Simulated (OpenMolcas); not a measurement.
**A workflow on CHClGaNO (SMILES O=C=[N][GaH][Cl])**

Wanted: the energy (HF/ANO-R0), then the energy (CASSCF(2,2)/ANO-R1), then an energy scan (CASPT2(2,2)/ANO-R1), then an energy scan (SC-NEVPT2(2,2)/ANO-R1), then an energy scan (MC-PDFT[tPBE](2,2)/ANO-R1) of CHClGaNO. 

Program for the calculation: OpenMolcas 26.06.

## 1. Starting point

The species is CHClGaNO (6 atoms), meant as a singlet with charge 0. As SMILES, `O=C=[N][GaH][Cl]`. The coordinates come from a PBE0-D4/def2-TZVP relaxation. This is one conformer, not always the lowest.

Bond lengths: O1–C2 1.163 Å, C2–N3 1.203 Å, N3–Ga4 1.824 Å, Ga4–Cl5 2.132 Å, Ga4–H6 1.540 Å. Angles: O1–C2–N3 176.4°, C2–N3–Ga4 142.4°, N3–Ga4–Cl5 115.2°, N3–Ga4–H6 121.8°, Cl5–Ga4–H6 123.0°.

## 2. A single-point energy at HF/ANO-R0 (sfX2C) (run 1)

File geom.xyz:

```xyz
6

O     -0.700200    -2.626600    -0.696700
C     -0.691800    -1.486000    -0.467600
N     -0.756800    -0.304700    -0.247900
Ga     0.248500     1.124400     0.275700
Cl     2.297400     0.694600     0.677800
H     -0.354900     2.534400     0.412700
```

File step1.input:

```
* CHClGaNO Hartree-Fock

&GATEWAY
  COORD=geom.xyz
  BASIS=ANO-R0
  GROUP=NoSym

&SEWARD

&SCF
  PRORBITALS=0

&LOCALISATION
  OCCUPIED
  FREEZE
  PIPEK-MEZEY

&LOCALISATION
  FILEORB=$Project.LocOrb
  VIRTUAL
  PIPEK-MEZEY
```

Command:

```console
$ export MOLCAS_MEM=1860
$ pymolcas step1.input > step1.log
```

The program printed:

```text
--- Start Module: gateway ---
[...]
--- Stop Module: gateway /rc=_RC_ALL_IS_WELL_ ---
[...]
      Basis functions           43
[...]
       Convergence after  13 Iterations
[...]
::    Total SCF energy                              -2570.6639181124
[...]
      Total spin, S                                     0.0000000000
[...]
      Total electronic charge=   70.000000
      Total            charge=   -0.000000
[...]
      Dipole Moment (debye):
      Origin of the operator (angstrom)=    0.4562    0.2739    0.1558
                   X= -1.2694E-01               Y= -2.8663E-01               Z= -8.7302E-02           Total=  3.2541E-01
      Quadrupole Moment (debye*angstrom):
[...]
--- Start Module: localisation ---
[...]
--- Stop Module: localisation /rc=_RC_ALL_IS_WELL_ ---
--- Start Module: localisation ---
[...]
--- Stop Module: localisation /rc=_RC_ALL_IS_WELL_ ---
[...]
```

It took 8.1 s on 1 thread of Intel Xeon Platinum 8259CL at 2.50GHz (Skylake/Cascade Lake), shared host; peak memory 0.42 GiB.

## 3. The energy at CASSCF(2,2)/ANO-R1 (sfX2C, RICD fitting) (run 2)

geom.xyz is that of step 2.

File step2.input:

```
>>> EXPORT MOLCAS_PRINT=2
&gateway
coord = geom.xyz
basis = ANO-R0
group = NoSym
&seward
&rasscf
fileorb = $CurrDir/step1.LocOrb
alter = 2
1 31 35
1 36 38
spin = 1
nactel = 2 0 0
inactive = 34
ras2 = 2
orblisting = Nothing
>>> COPY $Project.RunFile RUNFIL1
>>> COPY $Project.RasOrb INPORB
&gateway
coord = geom.xyz
basis = ANO-R1
group = NoSym
ricd
&seward
>>> COPY $Project.RunFile RUNFIL2
&expbas
&rasscf
fileorb = $Project.ExpOrb
spin = 1
nactel = 2 0 0
inactive = 34
ras2 = 2
orblisting = Nothing
orbappear = Compact
```

Command:

```console
$ export MOLCAS_MEM=1860
$ pymolcas step2.input > step2.log
```

The program printed:

```text
--- Start Module: gateway ---
[...]
      Basis functions           43
[...]
      Number of active orbitals                  2
[...]
      Spin quantum number                      0.0
[...]
      Active orbitals                            2
[...]
      Number of CSFs                             3
[...]
      Number of root(s) required                 1
[...]
      Convergence after 13 iterations
[...]
      printout of CI-coefficients larger than  0.05 for root  1
      energy=   -2570.671657
      conf/sym  11     Coeff  Weight
             1  20   0.99527 0.99056
             3  02  -0.09718 0.00944
      Natural orbitals and occupation numbers for root  1
      sym 1:   1.981112   0.018888
      ************************************************************************************************************************
      *                                                    Final results                                                     *
[...]
::    RASSCF root number  1 Total energy:  -2570.67165714
[...]
      Basis functions          104
[...]
      Convergence after 22 iterations
[...]
      Natural orbitals and occupation numbers for root  1
      sym 1:   1.988898   0.011102
      ************************************************************************************************************************
      *                                                    Final results                                                     *
[...]
::    RASSCF root number  1 Total energy:  -2571.19179505
[...]
      Total electronic charge=   70.000000
      Total            charge=   -0.000000
[...]
      Dipole Moment (debye):
      Origin of the operator (angstrom)=    0.4562    0.2739    0.1558
                   X= -5.7608E-01               Y=  2.6698E+00               Z=  3.9419E-01           Total=  2.7595E+00
      Quadrupole Moment (debye*angstrom):
[...]
```

It took 34 s on 1 thread of Intel Xeon Platinum 8259CL at 2.50GHz (Skylake/Cascade Lake), shared host; peak memory 0.41 GiB.

## 4. An energy scan at CASPT2(2,2)/ANO-R1 (sfX2C, RICD fitting, ipea shift 0.25 Eh, pt2 variant SS) (run 3)

File step3.inp:

```
>>> COPY $CurrDir/step2.RasOrb $Project.RasOrb
>>> ForEach K in (1, 2, 3, 4, 5, 6, 7, 8, 9)
&GATEWAY
COORD=$CurrDir/point$K.xyz
BASIS=ANO-R1
GROUP=NoSym
RICD
&SEWARD
&RASSCF
FILEORB=$Project.RasOrb
SPIN=1
NACTEL=2 0 0
INACTIVE=34
RAS2=2
ORBLISTING=Nothing
ORBAPPEAR=Compact
&CASPT2
IMAGINARY=0.2
FROZEN=17
>>> EndDo
```

Command:

```console
$ export MOLCAS_MEM=1860
$ pymolcas step3.inp > step3.log
```

The program printed:

```text
[...]
      Basis functions          104
[...]
      Number of active orbitals                  2
[...]
      Spin quantum number                      0.0
[...]
      Active orbitals                            2
[...]
      Number of CSFs                             3
[...]
      Number of root(s) required                 1
[...]
      Convergence after 12 iterations
[...]
      printout of CI-coefficients larger than  0.05 for root  1
      energy=   -2571.169704
      conf/sym  11     Coeff  Weight
             1  20   0.99829 0.99659
             3  02  -0.05842 0.00341
      Natural orbitals and occupation numbers for root  1
      sym 1:   1.993175   0.006825
      ************************************************************************************************************************
      *                                                    Final results                                                     *
[...]
::    RASSCF root number  1 Total energy:  -2571.16970385
[...]
::    CASPT2 Root  1     Total energy:  -2572.22867683
[...]
      Convergence after 13 iterations
[...]
      Natural orbitals and occupation numbers for root  1
      sym 1:   1.988892   0.011108
      ************************************************************************************************************************
      *                                                    Final results                                                     *
[...]
      Convergence after 14 iterations
[...]
      Convergence after 13 iterations
[...]
      Convergence after 10 iterations
[...]
::    RASSCF root number  1 Total energy:  -2571.05151479
[...]
::    CASPT2 Root  1     Total energy:  -2572.08597840
[...]
      Convergence after  8 iterations
[...]
::    RASSCF root number  1 Total energy:  -2571.05084766
[...]
      Reference weight:           0.78868
[...]
::    CASPT2 Root  1     Total energy:  -2572.08484983
[...]
```

It took 3.7 min on 1 thread of Intel Xeon Platinum 8259CL at 2.50GHz (Skylake/Cascade Lake), shared host; peak memory 0.16 GiB.

The scan, from its lowest point:

```tsv
Cl5–Ga4 (Å)	energy (kJ/mol)
1.919	42.5
2.132	0.0
2.345	35.7
2.665	127.2
3.091	246.2
3.624	347.8
4.264	401.5
5.116	417.2
6.395	420.1
```

## 5. An energy scan at SC-NEVPT2(2,2)/ANO-R1 (sfX2C, RICD fitting, pt2 variant SC-NEVPT2) (run 4)

File step4.input:

```
>>> COPY $CurrDir/step2.RasOrb $Project.RasOrb
>>> ForEach K in (1, 2, 3, 4, 5, 6, 7, 8, 9)

&GATEWAY
 Coord = $CurrDir/point$K.xyz
 Basis = ANO-R1
 Group = NoSym
 RICD

&SEWARD

&RASSCF
 FileOrb = $Project.RasOrb
 Spin = 1
 Nactel = 2 0 0
 Inactive = 34
 Ras2 = 2
 OrbListing = Nothing
 OrbAppear = Compact

&CASPT2
 SC-NEVPT2
 Frozen = 17
>>> EndDo
```

Command:

```console
$ export MOLCAS_MEM=1860
$ pymolcas step4.input > step4.log
```

The program printed:

```text
--- Start Module: gateway ---
[...]
      Basis functions          104
[...]
      Number of active orbitals                  2
[...]
      Spin quantum number                      0.0
[...]
      Active orbitals                            2
[...]
      Number of CSFs                             3
[...]
      Number of root(s) required                 1
[...]
      Convergence after 12 iterations
[...]
      printout of CI-coefficients larger than  0.05 for root  1
      energy=   -2571.169704
      conf/sym  11     Coeff  Weight
             1  20   0.99829 0.99659
             3  02  -0.05842 0.00341
      Natural orbitals and occupation numbers for root  1
      sym 1:   1.993175   0.006825
      ************************************************************************************************************************
      *                                                    Final results                                                     *
[...]
::    RASSCF root number  1 Total energy:  -2571.16970385
[...]
::    SC-NEVPT2 Root  1     Total energy:  -2572.22008847
[...]
      Convergence after 13 iterations
[...]
      Natural orbitals and occupation numbers for root  1
      sym 1:   1.988892   0.011108
      ************************************************************************************************************************
      *                                                    Final results                                                     *
[...]
      Convergence after 14 iterations
[...]
      Convergence after 13 iterations
[...]
      Convergence after 10 iterations
[...]
::    RASSCF root number  1 Total energy:  -2571.05151479
[...]
::    SC-NEVPT2 Root  1     Total energy:  -2572.08386984
[...]
      Convergence after  8 iterations
[...]
::    RASSCF root number  1 Total energy:  -2571.05084766
[...]
::    SC-NEVPT2 Root  1     Total energy:  -2572.08282076
[...]
```

Run time: 3.6 min. Hardware: 1 thread of Intel Xeon Platinum 8259CL at 2.50GHz (Skylake/Cascade Lake), shared host; peak memory 0.16 GiB.

The scan, from its lowest point:

```tsv
Cl5–Ga4 (Å)	energy (kJ/mol)
1.919	47.6
2.132	0.0
2.345	17.0
2.665	107.9
3.091	228.8
3.624	334.7
4.264	390.0
5.116	405.2
6.395	408.0
```

## 6. The energy along one coordinate at MC-PDFT[tPBE](2,2)/ANO-R1 (sfX2C, RICD fitting) (run 5)

File step5.input:

```
>>> COPY $CurrDir/step2.RasOrb $Project.RasOrb
>>> ForEach K in (1, 2, 3, 4, 5, 6, 7, 8, 9)

&GATEWAY
 Coord = $CurrDir/point$K.xyz
 Basis = ANO-R1
 Group = NoSym
 RICD

&SEWARD

&RASSCF
 FileOrb = $Project.RasOrb
 Spin = 1
 Nactel = 2 0 0
 Inactive = 34
 Ras2 = 2
 OrbListing = Nothing
 OrbAppear = Compact

&MCPDFT
 KSDFT = T:PBE
>>> EndDo
```

Command:

```console
$ export MOLCAS_MEM=1860
$ pymolcas step5.input > step5.log
```

The program printed:

```text
--- Start Module: gateway ---
[...]
      Basis functions          104
[...]
      Number of active orbitals                  2
[...]
      Spin quantum number                      0.0
[...]
      Active orbitals                            2
[...]
      Number of CSFs                             3
[...]
      Number of root(s) required                 1
[...]
      Convergence after 12 iterations
[...]
      printout of CI-coefficients larger than  0.05 for root  1
      energy=   -2571.169704
      conf/sym  11     Coeff  Weight
             1  20   0.99829 0.99659
             3  02  -0.05842 0.00341
      Natural orbitals and occupation numbers for root  1
      sym 1:   1.993175   0.006825
      ************************************************************************************************************************
      *                                                    Final results                                                     *
[...]
::    RASSCF root number  1 Total energy:  -2571.16970385
[...]
::    MCPDFT root number  1 Total energy:  -2573.75208379
[...]
      Convergence after 13 iterations
[...]
      Natural orbitals and occupation numbers for root  1
      sym 1:   1.988892   0.011108
      ************************************************************************************************************************
      *                                                    Final results                                                     *
[...]
      Convergence after 14 iterations
[...]
      Convergence after 13 iterations
[...]
      Convergence after 10 iterations
[...]
::    RASSCF root number  1 Total energy:  -2571.05151479
[...]
::    MCPDFT root number  1 Total energy:  -2573.60599471
[...]
      Convergence after  8 iterations
[...]
::    RASSCF root number  1 Total energy:  -2571.05084766
[...]
::    MCPDFT root number  1 Total energy:  -2573.60477069
[...]
```

Run time: 3.6 min. Hardware: 1 thread of Intel Xeon Platinum 8259CL at 2.50GHz (Skylake/Cascade Lake), shared host; peak memory 0.16 GiB.

The scan, from its lowest point:

```tsv
Cl5–Ga4 (Å)	energy (kJ/mol)
1.919	48.7
2.132	0.0
2.345	26.3
2.665	108.0
3.091	218.3
3.624	327.4
4.264	407.6
5.116	432.3
6.395	435.5
```

## 7. Summary of results

| quantity | value |
| --- | --- |
| run 1, HF/ANO-R0: total energy | -2570.66392 Eh |
| run 1, HF/ANO-R0: dipole moment | 0.33 D |
| run 1, HF/ANO-R0: HOMO energy | -11.06 eV |
| run 1, HF/ANO-R0: LUMO energy | 0.33 eV |
| run 1, HF/ANO-R0: HOMO–LUMO gap | 11.39 eV |
| run 2, CASSCF(2,2)/ANO-R1: total energy | -2571.19180 Eh |
| run 2, CASSCF(2,2)/ANO-R1: dipole moment (CASSCF density) | 2.76 D |
| run 3, CASPT2(2,2)/ANO-R1: lowest energy of the scan | -2572.24487 Eh |
| run 4, SC-NEVPT2(2,2)/ANO-R1: lowest energy of the scan | -2572.23822 Eh |
| run 5, MC-PDFT[tPBE](2,2)/ANO-R1: lowest energy of the scan | -2573.77064 Eh |

In words: Mulliken charges (run 1, HF/ANO-R0) run from -0.40 on N3 to +0.82 on Ga4; they depend strongly on the basis.
